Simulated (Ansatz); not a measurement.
**C7H8Cl2Si: one species, many methods**

The task here is to estimate one member of a computed series from the others.

Computed with Ansatz 0.2.0, Gaussian basis. Level: functionals in def2-TZVPP, the program's frozen cores in correlated methods.

The runs, in order: LDA (SPW92), PBE-D4, revPBE-D4, BLYP-D4, r2SCAN-D4, B97M-V, PBE0-D4, B3LYP-D4, r2SCANh-D4, r2SCAN0-D4, HSE06-D4, BHLYP-D4, CAM-B3LYP-D4, LC-ωPBE, ωB97X-V, ωB97M-V, B2PLYP, PBE-QIDH; CCSD(T)/def2-SVP; CCSD(T)/def2-TZVPP; MP2/def2-QZVPP; extrapolation to the limit; RPA on PBE.

## The relaxed structure

All runs share one geometry, relaxed beforehand with PBE0-D4 in a triple-zeta def2 set.

SMILES `C[Si](Cl)(Cl)c1ccccc1`, 18 atoms, charge 0, spin multiplicity 1.

Atoms are counted from 1 here; the program's logs count them from 0.

Bond lengths: C1–Si2 1.850 Å, C1–H11 1.092 Å, C1–H12 1.092 Å, C1–H13 1.092 Å, Si2–Cl3 2.057 Å, Si2–Cl4 2.057 Å, Si2–C5 1.853 Å, C5–C6 1.394 Å, C5–C10 1.396 Å, C6–C7 1.387 Å, C6–H14 1.085 Å, C7–C8 1.386 Å, C7–H15 1.084 Å, C8–C9 1.389 Å, C8–H16 1.084 Å, C9–C10 1.384 Å, C9–H17 1.084 Å, C10–H18 1.085 Å. Angles: Si2–C1–H11 110.7°, Si2–C1–H12 109.6°, Si2–C1–H13 110.7°, H11–C1–H12 108.4°, H11–C1–H13 109.1°, H12–C1–H13 108.4°, C1–Si2–Cl3 109.1°, C1–Si2–Cl4 109.0°, C1–Si2–C5 114.0°, Cl3–Si2–Cl4 106.6°, Cl3–Si2–C5 108.9°, Cl4–Si2–C5 108.9°, Si2–C5–C6 120.6°, Si2–C5–C10 120.8°, C6–C5–C10 118.6°, C5–C6–C7 120.8°, C5–C6–H14 120.2°, C7–C6–H14 119.1° and more.

The first run:

in.yaml

```yaml
crystal:
  periodic: [false, false, false]
  atoms:
    - {symbol: C, position_ang: [1.254410, -1.825778, 1.949906]}
    - {symbol: Si, position_ang: [-0.204047, -0.707776, 1.739745]}
    - {symbol: Cl, position_ang: [-0.180813, 0.714300, 3.226048]}
    - {symbol: Cl, position_ang: [-1.928437, -1.799453, 1.998244]}
    - {symbol: C, position_ang: [-0.271899, 0.143768, 0.095855]}
    - {symbol: C, position_ang: [0.708353, -0.093108, -0.867260]}
    - {symbol: C, position_ang: [0.660249, 0.542194, -2.099698]}
    - {symbol: C, position_ang: [-0.371191, 1.423114, -2.382928]}
    - {symbol: C, position_ang: [-1.354633, 1.669065, -1.433928]}
    - {symbol: C, position_ang: [-1.304454, 1.034197, -0.205149]}
    - {symbol: H, position_ang: [1.241350, -2.621069, 1.201128]}
    - {symbol: H, position_ang: [1.224842, -2.284794, 2.939760]}
    - {symbol: H, position_ang: [2.186935, -1.264326, 1.857979]}
    - {symbol: H, position_ang: [1.522078, -0.780098, -0.659581]}
    - {symbol: H, position_ang: [1.429273, 0.348705, -2.838780]}
    - {symbol: H, position_ang: [-0.410474, 1.920593, -3.345378]}
    - {symbol: H, position_ang: [-2.161839, 2.358119, -1.654475]}
    - {symbol: H, position_ang: [-2.077303, 1.233548, 0.530111]}
basis:
  gaussian: {orbitals: def2-TZVPP}
hamiltonian: {xc: lda}
output: {orbitals: {seedname: orbitals}}
```

Steps of the session up to this table: LDA; PBE-D4 (GGA); revPBE-D4 (GGA); BLYP-D4 (GGA); r2SCAN-D4 (meta-GGA); B97M-V (meta-GGA); PBE0-D4 (hybrid); B3LYP-D4 (hybrid); r2SCANh-D4 (hybrid); r2SCAN0-D4 (hybrid); HSE06-D4 (hybrid); BHLYP-D4 (hybrid); CAM-B3LYP-D4 (range-separated); LC-ωPBE (range-separated); ωB97X-V (range-separated); ωB97M-V (range-separated); B2PLYP (double hybrid); PBE-QIDH (double hybrid).

One table of the session follows, with a row left open; its other results are not shown here.

It belongs to the step «Frontier levels by functional». 

```
  functional  HOMO (eV)  gap (eV)
 LDA (SPW92)      -6.82      4.68
      PBE-D4      -6.61      4.72
   revPBE-D4      -6.53      4.73
     BLYP-D4      -6.40      4.70
   r2SCAN-D4      -6.80      5.06
      B97M-V      -6.75      5.09
     PBE0-D4      -7.60      6.57
    B3LYP-D4      -7.37      6.18
  r2SCANh-D4      -7.17      5.75
  r2SCAN0-D4      -7.74      6.79
    HSE06-D4      -7.21      5.80
    BHLYP-D4      -8.38      8.37
CAM-B3LYP-D4      -8.80      8.86
     LC-ωPBE     -10.12     11.15
     ωB97X-V          ?         ?
     ωB97M-V      -9.68     10.63
```

Q: Estimate the row for ωB97X-V from the others.

The run gave: HOMO (eV): -9.76; gap (eV): 10.79. In the column «HOMO (eV)» it lies between LC-ωPBE (-10.12) and ωB97M-V (-9.68).
